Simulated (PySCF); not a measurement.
# Cl3HOTi (Ti(OH)Cl3): the cost of one run

Programs: PySCF 2.14.0, with density-fitted response routines of our own. Each step states its level of theory. These are calculated values for one molecule in the gas phase, unless marked as measured. Atoms count from 0, in the outputs and in this text.

### Step 1. Starting geometry

6 atoms, charge 0, multiplicity 1; geometry from: GFN2-xTB. The atoms were then displaced at random by about 0.03 Å, so the start is not that level's minimum.

Bonds of the start (Å): Ti0–O1 1.65, Ti0–Cl3 2.17, Ti0–Cl4 2.22, Ti0–Cl5 2.09, O1–H2 0.94.

### Step 2. Optimising the geometry at PBE0-D3(BJ)/def2-SVP

What the job is given:

```
{"job": {"xc": "PBE0", "basis": "def2-SVP", "d3": "d3bj", "grid": 1, "maxiter": 40, "shake": 0.03, "kind": "geom"}, "charge": 0, "multiplicity": 1}
Ti     0.043910    -0.112790    -0.254670
O      0.078970     0.166000     1.375310
H      0.099280     0.302920     2.304170
Cl     1.947070    -0.146120    -1.294870
Cl    -1.065010     1.488140    -1.327240
Cl    -1.041080    -1.794170    -0.871990
```

Started as:

```
$ OMP_NUM_THREADS=1 python probes_run.py task.json out
```

One launch serves the whole session: the jobs run in the order shown.

Q: Estimate the wall time and peak memory of this first job on 1 thread of AMD EPYC, shared host.

About 1.7 min, with a peak of 0.41 GiB.
